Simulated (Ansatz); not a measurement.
**C₂H₅NOSi: a ladder of functionals and wavefunction methods**

The task here is to estimate one member of a computed series from the others.

Program: Ansatz 0.2.0, Gaussian basis. Level of theory: functionals in def2-TZVPP, the program's frozen cores in correlated methods. These are calculated values, not measurements.

Levels to be run: LDA (SPW92), PBE-D4, revPBE-D4, BLYP-D4, r2SCAN-D4, B97M-V, PBE0-D4, B3LYP-D4, r2SCANh-D4, r2SCAN0-D4, HSE06-D4, BHLYP-D4, CAM-B3LYP-D4, LC-ωPBE, ωB97X-V, ωB97M-V, B2PLYP, PBE-QIDH; CCSD(T)/def2-SVP; CCSD(T)/def2-TZVPP; MP2/def2-QZVPP; extrapolation to the limit; RPA on PBE.

**The geometry**

An earlier PBE0-D4 in a triple-zeta def2 set relaxation fixed the geometry.

10 atoms, charge 0, spin multiplicity 1.

Atoms are counted from 1 here; the program's logs count them from 0.

Bond lengths: C1–O2 1.415 Å, C1–H6 1.095 Å, C1–H7 1.090 Å, C1–H8 1.094 Å, O2–Si3 1.625 Å, Si3–C4 1.860 Å, Si3–H9 1.473 Å, Si3–H10 1.482 Å, C4–N5 1.152 Å. Angles: O2–C1–H6 111.3°, O2–C1–H7 107.8°, O2–C1–H8 111.0°, H6–C1–H7 108.8°, H6–C1–H8 109.0°, H7–C1–H8 108.9°, C1–O2–Si3 124.3°, O2–Si3–C4 109.2°, O2–Si3–H9 108.1°, O2–Si3–H10 113.0°, C4–Si3–H9 108.2°, C4–Si3–H10 105.3°, H9–Si3–H10 112.8°, Si3–C4–N5 178.3°.

Set-up of the first run:

Input file in.yaml:

```yaml
crystal:
  periodic: [false, false, false]
  atoms:
    - {symbol: C, position_ang: [-1.256788, 0.507013, -0.785520]}
    - {symbol: O, position_ang: [-0.000523, 0.982103, -0.339984]}
    - {symbol: Si, position_ang: [0.909830, 0.245969, 0.786459]}
    - {symbol: C, position_ang: [1.302382, -1.482235, 0.223400]}
    - {symbol: N, position_ang: [1.515231, -2.554880, -0.138908]}
    - {symbol: H, position_ang: [-1.966509, 0.423165, 0.044081]}
    - {symbol: H, position_ang: [-1.646583, 1.222104, -1.509853]}
    - {symbol: H, position_ang: [-1.158027, -0.469305, -1.269655]}
    - {symbol: H, position_ang: [2.175901, 0.989479, 0.910726]}
    - {symbol: H, position_ang: [0.208384, 0.085389, 2.082155]}
basis:
  gaussian: {orbitals: def2-TZVPP}
hamiltonian: {xc: lda}
output: {orbitals: {seedname: orbitals}}
```

Command:

```console
$ ansatz run in.yaml --threads 4 --pin off --events-out ev --progress --plain --max-ram 10444MiB
```

Among the steps run: LDA; PBE-D4 (GGA); revPBE-D4 (GGA); BLYP-D4 (GGA); r2SCAN-D4 (meta-GGA); B97M-V (meta-GGA); B3LYP-D4 (hybrid); r2SCANh-D4 (hybrid); r2SCAN0-D4 (hybrid); HSE06-D4 (hybrid); BHLYP-D4 (hybrid); CAM-B3LYP-D4 (range-separated); LC-ωPBE (range-separated); ωB97X-V (range-separated); ωB97M-V (range-separated); B2PLYP (double hybrid); PBE-QIDH (double hybrid).

One table of the session follows, with a row left open; its other results are not shown here.

It belongs to the step «Orbital energies across the functionals». 

| functional | HOMO (eV) | gap (eV) |
| --- | --- | --- |
| LDA (SPW92) | -7.55 | 5.30 |
| PBE-D4 | ? | ? |
| revPBE-D4 | -7.38 | 5.53 |
| BLYP-D4 | -7.35 | 5.54 |
| r2SCAN-D4 | -7.77 | 6.06 |
| B97M-V | -7.91 | 6.15 |
| PBE0-D4 | -9.00 | 8.00 |
| B3LYP-D4 | -8.77 | 7.56 |
| r2SCANh-D4 | -8.36 | 7.00 |
| r2SCAN0-D4 | -9.24 | 8.39 |
| HSE06-D4 | -8.59 | 7.21 |
| BHLYP-D4 | -10.52 | 10.54 |
| CAM-B3LYP-D4 | -10.47 | 10.57 |
| LC-ωPBE | -11.81 | 13.11 |
| ωB97X-V | -11.48 | 12.66 |
| ωB97M-V | -11.39 | 12.36 |

Q: Estimate the row for PBE-D4 from the others.

**Answer.** HOMO (eV): -7.43; gap (eV): 5.47. In the column «HOMO (eV)» it lies between LDA (SPW92) (-7.55) and revPBE-D4 (-7.38).
